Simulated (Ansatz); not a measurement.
**C3H6BBr: small, medium and large basis sets**

How large a basis does C3H6BBr need? Two functionals are run in growing sets.

Method: one geometry, several basis sets; program: Ansatz 0.2.0, Gaussian basis.

Levels to be run: PBE0-D4/def2-SVP; ωB97M-V/def2-SVP; PBE0-D4/def2-QZVPP; ωB97M-V/def2-QZVPP; the functionals' def2-TZVPP values are taken from earlier runs.

### Step 1. The relaxed structure

All runs share one geometry, relaxed beforehand with PBE0-D4 in a triple-zeta def2 set.

11 atoms, charge 0, spin multiplicity 1.

Atoms are counted from 1 here; the program's logs count them from 0.

Bond lengths: B1–C2 1.767 Å, B1–C3 1.743 Å, B1–C4 1.767 Å, B1–H6 1.190 Å, B1–H7 1.192 Å, C2–C3 1.405 Å, C2–H8 1.083 Å, C2–H9 1.081 Å, C3–C4 1.405 Å, C3–Br5 1.893 Å, C4–H10 1.083 Å, C4–H11 1.081 Å. Angles: C2–B1–C3 47.2°, C2–B1–C4 86.1°, C2–B1–H6 118.4°, C2–B1–H7 102.6°, C3–B1–C4 47.2°, C3–B1–H6 109.1°, C3–B1–H7 129.0°, C4–B1–H6 118.4°, C4–B1–H7 102.6°, H6–B1–H7 122.0°, B1–C2–C3 65.5°, B1–C2–H8 105.3°, B1–C2–H9 122.5°, C3–C2–H8 118.6°, C3–C2–H9 118.3°, H8–C2–H9 116.4°, B1–C3–C2 67.3°, B1–C3–C4 67.3° and more.

### Step 2. PBE0-D4 in def2-SVP

Contents of in.yaml:

```yaml
crystal:
  periodic: [false, false, false]
  atoms:
    - {symbol: B, position_ang: [-0.919515, 0.143661, -0.248527]}
    - {symbol: C, position_ang: [-0.024594, -0.002471, 1.267553]}
    - {symbol: C, position_ang: [0.780822, 0.187006, 0.132250]}
    - {symbol: C, position_ang: [0.501283, -0.573651, -1.015230]}
    - {symbol: Br, position_ang: [1.654978, 1.852419, -0.083088]}
    - {symbol: H, position_ang: [-1.267010, 1.226313, -0.599478]}
    - {symbol: H, position_ang: [-1.676920, -0.775124, -0.193201]}
    - {symbol: H, position_ang: [-0.207147, -1.013181, 1.610463]}
    - {symbol: H, position_ang: [-0.034236, 0.769762, 2.023686]}
    - {symbol: H, position_ang: [0.373181, -1.643589, -0.909079]}
    - {symbol: H, position_ang: [0.884559, -0.228245, -1.964949]}
basis:
  gaussian: {orbitals: def2-SVP}
hamiltonian: {xc: pbe0, dispersion: d4}
output: {orbitals: {seedname: orbitals}}
```

Started as:

```console
$ ansatz run in.yaml --threads 4 --pin off --events-out ev --progress --plain --max-ram 10444MiB
```

The runs that follow: ωB97M-V in def2-SVP; PBE0-D4 in def2-QZVPP; ωB97M-V in def2-QZVPP.

Q: Predict the results of all the runs planned. Wanted: PBE0-D4: double and triple zeta above quadruple; ωB97M-V: double and triple zeta above quadruple.

**Answer**, as computed:

| quantity | value |
| --- | --- |
| PBE0-D4: double and triple zeta above quadruple | 14.33, 1.65 eV |
| ωB97M-V: double and triple zeta above quadruple | 14.49, 1.59 eV |

In words: PBE0-D4 gains 12.69 eV from double to triple zeta, then 1.65 eV more. These are total energies; as a rule much of such shifts cancels in differences, which this series doesn't test.
